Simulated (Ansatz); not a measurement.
# CH₉FN₂OSi₂: ionisation energy by level of theory

Aim: the vertical ionisation energy of CH₉FN₂OSi₂, as cation minus neutral at the neutral's geometry, on several levels, and how well −ε(HOMO) stands in for it.

Method: unrestricted cation, the program's frozen cores in correlated methods; program: Ansatz 0.2.0, Gaussian basis.

The runs, in order: UKS PBE-D4/def2-TZVPP; UKS r2SCAN-D4/def2-TZVPP; UKS PBE0-D4/def2-TZVPP; UKS B3LYP-D4/def2-TZVPP; UKS wB97X-V/def2-TZVPP; UKS wB97M-V/def2-TZVPP; UKS B2PLYP/def2-TZVPP; UHF-CCSD(T)/def2-TZVPP; UHF-MP2/def2-QZVPP; extrapolation to the limit; then −ε(HOMO) from the neutral's earlier runs with LDA (SPW92), PBE-D4, revPBE-D4, BLYP-D4, r2SCAN-D4, B97M-V, PBE0-D4, B3LYP-D4, r2SCANh-D4, r2SCAN0-D4, HSE06-D4, BHLYP-D4, CAM-B3LYP-D4, LC-ωPBE, ωB97X-V, ωB97M-V.

## Step 1: Structure used throughout

All runs share one geometry, relaxed beforehand with PBE0-D4 in a triple-zeta def2 set.

16 atoms, charge 0, spin multiplicity 1.

Atoms are counted from 1 here; the program's logs count them from 0.

Bond lengths: C1–O2 1.408 Å, C1–H8 1.092 Å, C1–H9 1.098 Å, C1–H10 1.095 Å, O2–Si3 1.656 Å, Si3–N4 1.708 Å, Si3–Si5 2.347 Å, Si3–H11 1.482 Å, N4–H12 1.006 Å, N4–H13 1.006 Å, Si5–N6 1.699 Å, Si5–F7 1.622 Å, Si5–H14 1.486 Å, N6–H15 1.006 Å, N6–H16 1.006 Å. Angles: O2–C1–H8 108.4°, O2–C1–H9 112.0°, O2–C1–H10 111.4°, H8–C1–H9 108.4°, H8–C1–H10 108.6°, H9–C1–H10 108.0°, C1–O2–Si3 122.3°, O2–Si3–N4 116.3°, O2–Si3–Si5 108.5°, O2–Si3–H11 102.8°, N4–Si3–Si5 105.7°, N4–Si3–H11 109.1°, Si5–Si3–H11 114.8°, Si3–N4–H12 123.6°, Si3–N4–H13 121.7°, H12–N4–H13 112.4°, Si3–Si5–N6 108.1°, Si3–Si5–F7 106.0° and more.

## Step 2: Cation, UKS PBE-D4/def2-TZVPP

Contents of in.yaml:

```yaml
crystal:
  periodic: [false, false, false]
  atoms:
    - {symbol: C, position_ang: [-0.819150, -1.297986, -1.467659]}
    - {symbol: O, position_ang: [0.477932, -1.272602, -0.920937]}
    - {symbol: Si, position_ang: [1.155924, 0.110818, -0.314220]}
    - {symbol: N, position_ang: [1.204795, 1.453687, -1.368096]}
    - {symbol: Si, position_ang: [-0.102760, 0.805072, 1.541322]}
    - {symbol: N, position_ang: [-0.643141, -0.582511, 2.360018]}
    - {symbol: F, position_ang: [-1.300591, 1.723666, 0.949001]}
    - {symbol: H, position_ang: [-1.064465, -2.330032, -1.725153]}
    - {symbol: H, position_ang: [-1.572132, -0.929494, -0.758316]}
    - {symbol: H, position_ang: [-0.882777, -0.687857, -2.375105]}
    - {symbol: H, position_ang: [2.541680, -0.312767, -0.001730]}
    - {symbol: H, position_ang: [1.820626, 1.516932, -2.161407]}
    - {symbol: H, position_ang: [0.449001, 2.116079, -1.415692]}
    - {symbol: H, position_ang: [0.564945, 1.683024, 2.536399]}
    - {symbol: H, position_ang: [-0.816989, -1.449113, 1.879660]}
    - {symbol: H, position_ang: [-1.035597, -0.569515, 3.286216]}
basis:
  gaussian: {orbitals: def2-TZVPP}
total_charge: 1
magnetization: {spin_polarized: true, initial_magnetization: 1}
hamiltonian: {xc: pbe, dispersion: d4}
```

After this run come: Cation, UKS r2SCAN-D4/def2-TZVPP; Cation, UKS PBE0-D4/def2-TZVPP; Cation, UKS B3LYP-D4/def2-TZVPP; Cation, UKS wB97X-V/def2-TZVPP; Cation, UKS wB97M-V/def2-TZVPP; Cation, UKS B2PLYP (frozen core)/def2-TZVPP; Cation, UHF-CCSD(T)/def2-TZVPP; Cation, UHF-MP2/def2-QZVPP.

Before running them: what should the planned runs give, taken together? Wanted: ionisation energy, CCSD(T)/def2-TZVPP; nearest functional by difference; nearest −ε(HOMO); −ε(HOMO) of PBE; T1 of the cation.

The runs gave:

```
                             quantity               value
ionisation energy, CCSD(T)/def2-TZVPP             9.80 eV
     nearest functional by difference  ωB97X-V (-0.25 eV)
                     nearest −ε(HOMO)  ωB97X-V (-0.06 eV)
                      −ε(HOMO) of PBE             6.07 eV
                     T1 of the cation               0.084
```

In words: By cation minus neutral, the functionals miss by 1.01 eV at most. −ε(HOMO) of PBE misses by 3.7 eV, since self-interaction lifts the level. Among orbital estimates ωB97X-V comes nearest. Hartree-Fock falls 1.12 eV short, as the neutral has more correlation energy than the cation. The cation's T1 (from the report) is 0.084, above the customary mark of 0.045 for open shells, so the coupled-cluster value is less safe.
